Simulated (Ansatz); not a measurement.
Relaxation of a periodic cell of 63 atoms, Mg32O31 (host MgO, host structure Fm-3m, one O atom removed), to a largest force component of 0.03 eV/Å in at most 60 steps.

Level of theory: DFT PBE-D3(BJ), scalar-relativistic, plane waves, PAW in Ansatz. Settings: PAW set soft_1, cutoff 420 eV, k mesh 1x1x1, gaussian smearing 0.05 eV, no spin polarisation.

```xyz
63
Lattice="8.8224 0.0000 0.0000 0.0000 8.8224 0.0000 0.0000 0.0000 8.8224" Properties=species:S:1:pos:R:3:forces:R:3
Mg 4.411 0.000 0.000 0.04 0.04 -0.04
O 6.617 2.206 2.206 0.00 0.00 0.00
Mg 6.617 2.206 0.000 0.00 0.00 0.00
O 0.000 4.411 2.206 0.09 0.09 0.00
Mg 6.617 0.000 2.206 0.00 0.02 0.00
O 0.000 2.206 4.411 0.03 0.00 -0.03
Mg 0.000 0.000 0.000 -0.04 0.04 -0.04
O 2.206 2.206 2.206 0.00 0.00 0.00
Mg 2.206 2.206 0.000 0.00 0.00 -0.02
O 4.411 4.411 2.206 -0.09 0.09 0.00
Mg 4.411 4.411 0.000 0.04 -0.04 -0.04
O 6.617 6.617 2.206 0.00 0.00 0.00
Mg 6.617 6.617 0.000 0.00 0.00 -0.02
O 0.000 0.000 2.206 0.09 -0.09 0.00
Mg 2.206 0.000 2.206 0.00 0.67 0.00
O 4.411 2.206 4.411 -0.03 0.00 -0.03
Mg 4.411 2.206 2.206 0.02 0.00 0.00
O 6.617 4.411 4.411 0.00 0.03 -0.03
Mg 6.617 4.411 2.206 0.00 -0.02 0.00
Mg 4.411 0.000 4.411 0.04 0.04 0.04
O 6.617 2.206 6.617 0.00 0.00 0.00
Mg 6.617 2.206 4.411 0.00 0.00 0.00
O 0.000 4.411 6.617 0.03 0.03 0.00
Mg 6.617 0.000 6.617 0.00 0.00 0.00
O 0.000 2.206 0.000 0.03 0.00 0.03
Mg 0.000 4.411 0.000 -0.04 -0.04 -0.04
O 0.000 6.617 4.411 0.09 0.00 -0.09
Mg 2.206 6.617 0.000 0.00 0.00 -0.67
O 4.411 0.000 2.206 -0.09 -0.09 0.00
Mg 0.000 2.206 2.206 -0.02 0.00 0.00
O 2.206 4.411 4.411 0.00 0.09 -0.09
Mg 2.206 4.411 2.206 0.00 -0.67 0.00
O 4.411 6.617 4.411 -0.09 0.00 -0.09
Mg 4.411 6.617 2.206 0.67 0.00 0.00
O 6.617 0.000 4.411 0.00 -0.03 -0.03
Mg 0.000 0.000 4.411 -0.04 0.04 0.04
O 2.206 2.206 6.617 0.00 0.00 0.00
Mg 2.206 2.206 4.411 0.00 0.00 0.02
O 4.411 4.411 6.617 -0.03 0.03 0.00
Mg 4.411 4.411 4.411 0.04 -0.04 0.04
O 6.617 6.617 6.617 0.00 0.00 0.00
Mg 6.617 6.617 4.411 0.00 0.00 0.02
O 0.000 0.000 6.617 0.03 -0.03 0.00
Mg 2.206 0.000 6.617 0.00 0.02 0.00
O 4.411 2.206 0.000 -0.03 0.00 0.03
Mg 4.411 2.206 6.617 0.00 0.00 0.00
O 6.617 4.411 0.000 0.00 0.03 0.03
Mg 6.617 4.411 6.617 0.00 0.00 0.00
O 0.000 6.617 0.000 0.09 0.00 0.09
Mg 0.000 6.617 2.206 -0.67 0.00 0.00
O 2.206 0.000 4.411 0.00 -0.09 -0.09
Mg 0.000 4.411 4.411 -0.04 -0.04 0.04
O 2.206 6.617 6.617 0.00 0.00 0.00
Mg 2.206 6.617 4.411 0.00 0.00 0.67
O 4.411 0.000 6.617 -0.03 -0.03 0.00
Mg 0.000 2.206 6.617 0.00 0.00 0.00
O 2.206 4.411 0.000 0.00 0.09 0.09
Mg 2.206 4.411 6.617 0.00 -0.02 0.00
O 4.411 6.617 0.000 -0.09 0.00 0.09
Mg 4.411 6.617 6.617 0.02 0.00 0.00
O 6.617 0.000 0.000 0.00 -0.03 0.03
Mg 0.000 6.617 6.617 -0.02 0.00 0.00
O 2.206 0.000 0.000 0.00 -0.09 0.09
```

Q: Where does it end, and by what steps?

A: The forces met the threshold. Limits of this set-up: coarse k mesh, no spin, though dangling bonds at a vacancy may carry it. After 3 steps the energy has fallen by 0.158 eV; Mg32 moved furthest, 0.08 Å.

```
step  energy less start (eV)  largest force component (eV/Å)  accepted
   0                  0.0000                           0.668       yes
   1                 -0.1282                           0.175       yes
   2                 -0.1545                           0.051       yes
   3                 -0.1580                           0.019       yes
```

```xyz
63
Lattice="8.8224 0.0000 0.0000 0.0000 8.8224 0.0000 0.0000 0.0000 8.8224" Properties=species:S:1:pos:R:3
Mg 4.411 0.000 0.000
O 6.617 2.206 2.206
Mg 6.617 2.206 -0.006
O -0.005 4.406 2.206
Mg 6.617 0.020 2.206
O -0.001 2.206 4.412
Mg 0.000 0.000 0.000
O 2.206 2.206 2.206
Mg 2.206 2.206 -0.020
O 4.416 4.406 2.206
Mg 4.411 4.411 0.000
O 6.617 6.617 2.206
Mg 6.617 6.617 -0.020
O -0.005 0.005 2.206
Mg 2.206 0.083 2.206
O 4.412 2.206 4.412
Mg 4.431 2.206 2.206
O 6.617 4.411 4.412
Mg 6.617 4.391 2.206
Mg 4.411 0.000 4.411
O 6.617 2.206 6.617
Mg 6.617 2.206 4.417
O -0.001 4.411 6.617
Mg 6.617 0.006 6.617
O -0.001 2.206 -0.001
Mg 0.000 4.411 0.000
O -0.005 6.617 4.416
Mg 2.206 6.617 -0.083
O 4.416 0.005 2.206
Mg -0.020 2.206 2.206
O 2.206 4.406 4.416
Mg 2.206 4.328 2.206
O 4.416 6.617 4.416
Mg 4.494 6.617 2.206
O 6.617 0.001 4.412
Mg 0.000 0.000 4.411
O 2.206 2.206 6.617
Mg 2.206 2.206 4.431
O 4.412 4.411 6.617
Mg 4.411 4.411 4.411
O 6.617 6.617 6.617
Mg 6.617 6.617 4.431
O -0.001 0.001 6.617
Mg 2.206 0.020 6.617
O 4.412 2.206 -0.001
Mg 4.417 2.206 6.617
O 6.617 4.411 -0.001
Mg 6.617 4.406 6.617
O -0.005 6.617 -0.005
Mg -0.083 6.617 2.206
O 2.206 0.005 4.416
Mg 0.000 4.411 4.411
O 2.206 6.617 6.617
Mg 2.206 6.617 4.494
O 4.412 0.001 6.617
Mg -0.006 2.206 6.617
O 2.206 4.406 -0.005
Mg 2.206 4.391 6.617
O 4.416 6.617 -0.005
Mg 4.431 6.617 6.617
O 6.617 0.001 -0.001
Mg -0.020 6.617 6.617
O 2.206 0.005 -0.005
```

Whether the end is a true minimum wasn't checked by a vibrational analysis.

The run took 14 s on 4 threads of Arm Neoverse V1 (shared host), peak memory 0.8 GiB.
